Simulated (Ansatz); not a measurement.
**NbP: the cell at several levels of theory**

The task here is to estimate one member of a computed series from the others.

The runs shown are made with Ansatz 0.2.0. PAW datasets, plane waves, zero pressure. No spin polarisation and no zero-point or thermal motion.

6 further runs of the same task are left out: 1 that didn't finish, 5 set aside as unsound or not needed.

**The system as given**

Space group I4_1md (No. 109), tetragonal; a = 3.350 Å, c = 11.480 Å in the conventional setting, 16.10 Å³ an atom. Around Nb lie 6 P at 2.55 Å; around P lie 6 Nb at 2.55 Å.

Structure file:

```cif
data_structure
_symmetry_space_group_name_H-M 'P 1'
_symmetry_Int_Tables_number 1
_cell_length_a 6.2096
_cell_length_b 6.2096
_cell_length_c 6.2096
_cell_angle_alpha 148.704
_cell_angle_beta 148.704
_cell_angle_gamma 44.848
_cell_volume 64.41
loop_
_atom_site_label
_atom_site_type_symbol
_atom_site_fract_x
_atom_site_fract_y
_atom_site_fract_z
_atom_site_occupancy
Nb1 Nb 0.74988 0.74988 0.00000 1
Nb2 Nb 0.49988 0.99988 0.50000 1
P1 P 0.33275 0.33275 0.00000 1
P2 P 0.08275 0.58275 0.50000 1
```

The first run:

input.yaml

```yaml
crystal:
  lattice:
    - [-1.6749232544, 1.6749232544, 5.7401081759]
    - [1.6749232544, -1.6749232544, 5.7401081759]
    - [1.6749232544, 1.6749232544, -5.7401081759]
  atoms:
    - { symbol: Nb, position: [0.7498808, 0.7498808, 0.0] }
    - { symbol: Nb, position: [0.4998808, 0.9998808, 0.5] }
    - { symbol: P, position: [0.33274777, 0.33274777, 0.0] }
    - { symbol: P, position: [0.08274778, 0.58274778, 0.5] }
kpoints:
  mp_grid: { grid: [10, 10, 10] }
hamiltonian:
  xc: pbe
scf:
  occupations: { method: fermi_dirac, width: 0.02 }
relax:
  f_tol: 0.005
  cell: {}
```

On the command line:

```bash
$ ansatz run input.yaml --threads 4 --pin off --max-ram 9216MiB --backend cpu --events-out ev --progress --plain --runs-dir out
```

Among the steps run: Relaxing with PBE; Relaxing with r2SCAN; Relaxation with PBEsol; Relaxation with LDA; Relaxation with HSE06.

One of the session's tables, all rows but one given; the rest of the session is left out.

```
 level  a (Å)   c (Å)  volume (Å³/atom)
   PBE  3.345  11.445            16.009
r2SCAN  3.338  11.464            15.970
PBEsol      ?       ?                 ?
   LDA  3.303  11.242            15.327
 HSE06  3.318  11.395            15.677
```

Estimate the missing values for PBEsol.

The run gave: a (Å): 3.319; c (Å): 11.302; volume (Å³/atom): 15.564. In the column «a (Å)» it lies between HSE06 (3.318) and r2SCAN (3.338).
